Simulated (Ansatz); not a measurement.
# NaI: the cost of one run

Computed with Ansatz 0.2.0 (DFT r2SCAN, scalar-relativistic, plane waves, PAW, unless a step's input says otherwise).

1 further run of the same task is left out (set aside as unsound or not needed).

### 1 The structure to begin with

Symmetry: Fm-3m, No. 225, cubic system. The conventional cell has a = 6.467 Å, b = 6.467 Å, c = 6.467 Å, α = 90.00°, β = 90.00°, γ = 90.00°. Around Na (site symmetry m-3m) lie 6 I at 3.23 Å. I (site symmetry m-3m) has 6 Na at 3.23 Å as nearest neighbours.

Coordinates:

```
Na I
1.0
     0.00000    3.23339    3.23339
     3.23339    0.00000    3.23339
     3.23339    3.23339    0.00000
Na I
1 1
Cartesian
  0.0000 0.0000 0.0000
  3.2334 3.2334 3.2334
```

It is the result of an earlier relaxation at this level (volume 33.80 Å³/atom; gap on the mesh: 4.44 eV).

### 2 Bands, states and charges

input.yaml reads:

```yaml
crystal:
  lattice:
    - [0.0, 3.2333908011, 3.2333908011]
    - [3.2333908011, 0.0, 3.2333908011]
    - [3.2333908011, 3.2333908011, 0.0]
  atoms:
    - { symbol: Na, position: [0.0, 0.0, 0.0] }
    - { symbol: I, position: [0.5, 0.5, 0.5] }
basis:
  ecutwfc: 500
kpoints:
  mp_grid: { grid: [6, 6, 6] }
  band_path:
    path:
      - [[0.0, 0.0, 0.0], [0.5, 0.0, 0.5], [0.625, 0.25, 0.625]]
      - [[0.375, 0.375, 0.75], [0.0, 0.0, 0.0], [0.5, 0.5, 0.5], [0.5, 0.25, 0.75], [0.5, 0.0, 0.5]]
    npoints: 14
hamiltonian:
  xc: r2scan
scf:
  occupations: { method: gaussian, width: 0.02 }
  n_extra_bands: 6
output:
  forces: true
  stress: true
  eigenvalues: true
  populations: true
  dos: { projected: true, de: 0.02, nscf_kmesh: { grid: [9, 9, 9] } }
  bader: true
  write_density: true
  write_potential: true
  elf: true
  volumetric_format: npy
```

The run is started by

```sh
> ansatz run input.yaml --threads 1 --pin off --max-ram 2560MiB --backend cpu --events-out ev --progress --plain --runs-dir out
```

Q: Estimate wall time and peak memory on 1 thread of Intel Xeon at 2.50GHz (Skylake/Cascade Lake), shared host.

About 44 s, with a peak of 0.53 GiB.
